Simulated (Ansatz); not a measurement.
# CuPt: further runs on the relaxed cell

One table from this session's results is given with a row withheld; the runs are named, their logs left out.

Program: Ansatz 0.2.0. Level of theory: DFT PBEsol, scalar-relativistic, plane waves, PAW. These are calculated values, not measurements.

1 further run of the same task is left out (set aside as unsound or not needed).

**The structure to begin with**

It takes space group R-3m (No. 166, trigonal). The conventional cell has a = 2.702 Å, b = 2.702 Å, c = 12.723 Å, α = 90.00°, β = 90.00°, γ = 120.00°. Cu (site symmetry -3m) has 6 Pt at 2.63 Å and 6 Cu at 2.70 Å as nearest neighbours. Pt (site symmetry -3m) is surrounded by 6 Cu at 2.63 Å and 6 Pt at 2.70 Å.

As a file:

```xyz
2
Lattice="1.3508 0.7799 4.2411 -1.3508 0.7799 4.2411 0.0000 -1.5598 4.2411" Properties=species:S:1:pos:R:3 pbc="T T T"
Cu    0.0000    0.0000    0.0000
Pt    0.0000    0.0000    6.3616
```

It goes back to an entry of the Materials Project, which need not be the stable form.

It is the result of an earlier relaxation at this level (volume 13.40 Å³/atom; gap on the mesh: none (metal)).

Set-up of the first run:

The input, input.yaml:

```yaml
crystal:
  lattice:
    - [1.3507966389, 0.7798828031, 4.2410923591]
    - [-1.3507966389, 0.7798828031, 4.2410923591]
    - [0.0, -1.5597656062, 4.2410923592]
  atoms:
    - { symbol: Cu, position: [0.0, 0.0, 0.0] }
    - { symbol: Pt, position: [0.5, 0.5, 0.5] }
basis:
  ecutwfc: 420
kpoints:
  mp_grid: { grid: [18, 18, 18] }
  band_path:
    path:
      - [[0.0, 0.0, 0.0], [0.5, 0.5, 0.5], [0.81079032, 0.18920968, 0.5]]
      - [[0.5, -0.18920968, 0.18920968], [0.5, 0.0, 0.0], [0.0, 0.0, 0.0], [0.34460484, -0.34460484, 0.0]]
      - [[0.65539516, 0.0, 0.34460484], [0.5, 0.0, 0.5], [0.0, 0.0, 0.0]]
    npoints: 14
hamiltonian:
  xc: pbesol
scf:
  occupations: { method: gaussian, width: 0.1 }
  n_extra_bands: 6
output:
  forces: true
  stress: true
  eigenvalues: true
  populations: true
  dos: { projected: true, de: 0.02, nscf_kmesh: { grid: [27, 27, 27] } }
  bader: true
  write_density: true
  write_potential: true
  elf: true
  volumetric_format: npy
```

Started as:

```console
> ansatz run input.yaml --threads 1 --pin off --max-ram 2560MiB --backend cpu --events-out ev --progress --plain --runs-dir out
```

Among the steps run: Electronic structure at the relaxed geometry; Point at V/V0 = 0.97; The cell scaled to 1.03 of its volume; The cell scaled to 0.94 of its volume; Point at V/V0 = 1.06.

One table of the session follows, with a row left open; its other results are not shown here.

It belongs to the step «Equation of state». 

```
volume (Å³/atom)  energy above the lowest point (meV/atom)  pressure (GPa)
          12.599                                      39.1           16.61
          13.001                                       9.2            7.55
          13.404                                       0.0            0.01
          13.806                                         ?               ?
          14.208                                      30.5          -11.43
```

Estimate the missing values for volume (Å³/atom) = 13.806.

Worked estimate for «energy above the lowest point (meV/atom)». A straight line through the neighbours (13.404, 0.0) and (14.208, 30.5) gives 0.0 + (30.5 − 0.0) × (13.806 − 13.404) / (14.208 − 13.404) = 15.2; a parabola fitted to 3 rows on both sides gives 7.1.

The run gave: energy above the lowest point (meV/atom): 8.1; pressure (GPa): -6.25. In «energy above the lowest point (meV/atom)» the line misses by +7.1 and the parabola by -1.0.
